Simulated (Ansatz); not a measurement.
The system is Hf2Pd2Se2Br2O3.

```xyz
11
Lattice="7.6772 -1.7097 0.0000 7.6772 1.7097 0.0000 -3.9994 0.0000 12.5875" Properties=species:S:1:pos:R:3 pbc="T T T"
Hf   -2.9113    0.0000   11.8142
Hf    3.1781    0.0000    9.0241
Pd   10.6418    0.0000    6.1724
Pd    9.3695    0.0000    3.2341
Se    0.5754    0.0000    1.9429
Se    1.5781    0.0000    5.1861
Br    2.5312    0.0000   12.0186
Br    8.7231    0.0000    8.9811
O     3.8731    0.0000    7.2848
O     5.7273    0.0000   11.6684
O    11.7666    0.0000    9.7970
```

The cell was built by a generator and needn't be a form met in nature.

Base run:

```yaml
Program: Ansatz 0.2.0
Functional: PBE
Potentials_or_basis: Ansatz PAW
Cutoff: "420 eV (not typed: the program's choice for these potentials)"
k_mesh: 8 × 8 × 2
Occupations: fermi-dirac, width 0.05 eV
Spin: no spin polarisation
```

Its results: band gap on the k mesh 0.84 eV, indirect (least direct gap 0.88 eV); pressure 0.0 GPa; largest force 0.006 eV/Å.

Problem. The run is repeated on the same cell with these changes: functional from PBE to RPBE. What comes out?

Solution. Band gap on the k mesh 0.86 eV, indirect (least direct gap 0.89 eV); pressure 1.6 GPa; largest force 0.241 eV/Å.

RPBE binds less tightly than PBE, so the same cell stands under more pressure.

Caveats: spin-orbit coupling is left out, which moves the levels of the heavy elements; the k mesh misses the band edges, so the gap on the mesh is wider than the one along the path (some runs); the PAW data sets come from PBE, with cores solved anew for the run's functional, which leaves a small shift of forces and pressure (some runs).
